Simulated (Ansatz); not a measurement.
# C2H7InO2: one species, many methods

Aim: compute C2H7InO2 with functionals from several rungs and with coupled cluster. The yardstick is the atomisation energy at the CCSD(T) limit.

Program: Ansatz 0.2.0, Gaussian basis. Level of theory: functionals in def2-TZVPP, the program's frozen cores in correlated methods. These are calculated values, not measurements.

Plan: LDA (SPW92), PBE-D4, revPBE-D4, BLYP-D4, r2SCAN-D4, B97M-V, PBE0-D4, B3LYP-D4, r2SCANh-D4, r2SCAN0-D4, HSE06-D4, BHLYP-D4, CAM-B3LYP-D4, LC-ωPBE, ωB97X-V, ωB97M-V, B2PLYP, PBE-QIDH; CCSD(T)/def2-SVP; CCSD(T)/def2-TZVPP; MP2/def2-QZVPP; extrapolation to the limit; RPA on PBE.

## Step 1: The geometry

The geometry comes from an earlier relaxation with PBE0-D4 in a triple-zeta def2 set; it is a stationary point, not always the lowest conformer. In takes the def2 core potential; no spin-orbit term is included.

SMILES `C[O][In]([CH3])[OH]`, 12 atoms, charge 0, spin multiplicity 1.

Atoms are counted from 1 here; the program's logs count them from 0.

Bond lengths: C1–O2 1.398 Å, C1–H6 1.098 Å, C1–H7 1.099 Å, C1–H8 1.101 Å, O2–In3 1.990 Å, In3–C4 2.126 Å, In3–O5 1.978 Å, C4–H9 1.090 Å, C4–H10 1.089 Å, C4–H11 1.090 Å, O5–H12 0.961 Å. Angles: O2–C1–H6 110.0°, O2–C1–H7 111.0°, O2–C1–H8 114.0°, H6–C1–H7 107.4°, H6–C1–H8 107.0°, H7–C1–H8 107.1°, C1–O2–In3 124.3°, O2–In3–C4 125.8°, O2–In3–O5 106.3°, C4–In3–O5 127.9°, In3–C4–H9 109.5°, In3–C4–H10 109.7°, In3–C4–H11 109.4°, H9–C4–H10 109.7°, H9–C4–H11 108.9°, H10–C4–H11 109.6°, In3–O5–H12 110.7°.

## Step 2: LDA

This LDA is Slater exchange with PW92 correlation.

File in.yaml:

```yaml
crystal:
  periodic: [false, false, false]
  atoms:
    - {symbol: C, position_ang: [-1.461231, -0.151167, 1.582487]}
    - {symbol: O, position_ang: [-0.431305, 0.741032, 1.268323]}
    - {symbol: In, position_ang: [0.744388, 0.577434, -0.329329]}
    - {symbol: C, position_ang: [0.687260, -0.995687, -1.758081]}
    - {symbol: O, position_ang: [1.955877, 2.140968, -0.290820]}
    - {symbol: H, position_ang: [-1.410739, -0.422969, 2.644621]}
    - {symbol: H, position_ang: [-2.445077, 0.304796, 1.405924]}
    - {symbol: H, position_ang: [-1.431183, -1.090365, 1.008119]}
    - {symbol: H, position_ang: [-0.301162, -1.035363, -2.215313]}
    - {symbol: H, position_ang: [1.439485, -0.821154, -2.525425]}
    - {symbol: H, position_ang: [0.885242, -1.944906, -1.260483]}
    - {symbol: H, position_ang: [1.768444, 2.697373, 0.469967]}
basis:
  gaussian: {orbitals: def2-TZVPP}
hamiltonian: {xc: lda}
output: {orbitals: {seedname: orbitals}}
```

On the command line:

```
> ansatz run in.yaml --threads 4 --pin off --events-out ev --progress --plain --max-ram 10444MiB
```

The runs that follow: PBE-D4 (GGA); revPBE-D4 (GGA); BLYP-D4 (GGA); r2SCAN-D4 (meta-GGA); B97M-V (meta-GGA); B3LYP-D4 (hybrid); r2SCANh-D4 (hybrid); r2SCAN0-D4 (hybrid); HSE06-D4 (hybrid); BHLYP-D4 (hybrid); CAM-B3LYP-D4 (range-separated); LC-ωPBE (range-separated); ωB97X-V (range-separated); ωB97M-V (range-separated); B2PLYP (double hybrid); PBE-QIDH (double hybrid); CCSD(T) in def2-SVP; CCSD(T) in def2-TZVPP; MP2 in def2-QZVPP; RPA on PBE orbitals.

Before running them: what should the planned runs give, taken together? Wanted: atomisation energy, CCSD(T)/CBS; farthest beyond LDA; mean size of error, GGA; mean size of error, meta-GGA; mean size of error, hybrid; mean size of error, range-separated; mean size of error, double hybrid; gap, smallest and largest; T1 diagnostic.

As calculated:

```
                                quantity                                                       value
         atomisation energy, CCSD(T)/CBS                                             1015.6 kcal/mol
functionals within 10.2 kcal/mol (1.0 %)  r2SCAN-D4, B97M-V, CAM-B3LYP-D4, LC-ωPBE, ωB97X-V, ωB97M-V
                     farthest beyond LDA                                   BHLYP-D4 (-46.6 kcal/mol)
                 mean size of error, GGA                                               13.1 kcal/mol
            mean size of error, meta-GGA                                                7.0 kcal/mol
              mean size of error, hybrid                                               20.4 kcal/mol
     mean size of error, range-separated                                                5.5 kcal/mol
       mean size of error, double hybrid                                               18.0 kcal/mol
               gap, smallest and largest                   3.85 eV (LDA (SPW92)), 11.30 eV (LC-ωPBE)
                           T1 diagnostic                                                      0.0155
 triples share of the correlation energy                                                       3.5 %
```

LDA overbinds by 145.3 kcal/mol (14 %). PBE-D4 misses by +10.8 kcal/mol. Double hybrids carry the basis error of their MP2 part in triple zeta, and no dispersion term here, so their miss is partly the set-up's. The rungs range-separated, meta-GGA miss on average by less than the doubt on the reference (10.2 kcal/mol), so they tie. Misses under about 10.2 kcal/mol are within the doubt on the reference itself, which lacks core-valence correlation, spin-orbit coupling and higher excitations, and its outer-core shells are covered unevenly. All levels share the lack of spin-orbit coupling, which lowers the free heavy atoms and so the true binding. Hartree-Fock recovers 70 % of the binding; the rest is correlation. CCSD(T) in def2-SVP is off by -65.9 kcal/mol, so the small basis spoils what the method gains. The gap grows from 3.9 to 11.3 eV across the functionals, mostly with the share of exact exchange. Correlated methods include outer-core shells of In, which these sets cover unevenly.
